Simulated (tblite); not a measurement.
# C32H22OSi: the cost of one run

Computed with tblite 0.8.0 and PySCF 2.14.0 and routines of our own; the level stands in each step. Atoms count from 0.

### 1 The system as given

56 atoms, charge 0, multiplicity 1; geometry from: force field, distance geometry or constructed start.

### 2 Optimising the geometry with GFN2-xTB

What the job is given:

```
{"job": {"kind": "relax", "xc": "GFN2-xTB", "basis": "xTB"}, "charge": 0, "multiplicity": 1}
C      2.584900     4.041000     0.502200
Si     2.057000     2.572700    -0.519800
C      2.262700     2.886600    -2.335700
C      0.313600     2.077300    -0.107000
C     -0.069300     0.786100     0.066100
C      0.907100    -0.294600    -0.200100
C      0.483100    -1.317600    -0.971200
C     -0.935700    -1.482400    -1.333000
C     -1.303200    -2.491300    -2.232900
C     -2.655600    -2.722500    -2.510300
C     -3.659600    -1.987600    -1.868200
C     -5.012100    -2.249500    -2.121600
C     -6.007500    -1.534500    -1.453100
C     -5.657500    -0.565600    -0.520100
C     -4.315800    -0.276900    -0.234700
C     -3.869300     0.697700     0.800300
C     -2.428800     1.035100     0.960200
C     -1.504900     0.428200     0.165000
C     -1.940500    -0.695700    -0.716200
C     -3.301100    -0.975400    -0.934200
C     -2.079000     2.003400     2.003100
C     -3.052700     2.555600     2.731400
O     -4.385900     2.276500     2.572100
C     -4.740000     1.333000     1.603200
C      2.360100    -0.213600     0.200800
C      3.039700     1.010400    -0.005700
C      4.425800     1.099400     0.217200
C      5.123800    -0.009900     0.687700
C      4.464800    -1.207300     0.985300
C      5.198200    -2.283400     1.520700
C      4.575200    -3.475100     1.873400
C      3.198300    -3.600300     1.717900
C      2.460500    -2.542100     1.181700
C      3.067800    -1.326100     0.778000
H      2.497000     3.833400     1.570900
H      3.618400     4.321200     0.291400
H      1.950400     4.910400     0.276900
H      1.955500     2.019200    -2.926900
H      1.645000     3.733900    -2.653300
H      3.294300     3.119400    -2.582000
H     -0.386500     2.896100    -0.067600
H      1.171600    -2.098600    -1.302800
H     -0.546000    -3.101100    -2.722400
H     -2.909800    -3.504800    -3.223600
H     -5.303300    -3.010700    -2.836300
H     -7.052800    -1.742200    -1.667800
H     -6.464700    -0.042300    -0.014800
H     -1.042200     2.235900     2.219800
H     -2.892100     3.262100     3.532800
H     -5.806600     1.215300     1.620800
H      4.969600     2.015600     0.049300
H      6.202500     0.084600     0.851800
H      6.270600    -2.196100     1.669100
H      5.149500    -4.295800     2.286600
H      2.697400    -4.518100     2.017500
H      1.383600    -2.671300     1.114000
```

Launch:

```sh
> OMP_NUM_THREADS=2 python large_run.py task.json out
```

This one command runs all jobs of the session in turn.

**Question.** How long does this first job take on 2 threads of Intel Xeon at 2.50GHz, shared host, and how much memory does it need?

About 30 s, with a peak of 0.19 GiB.
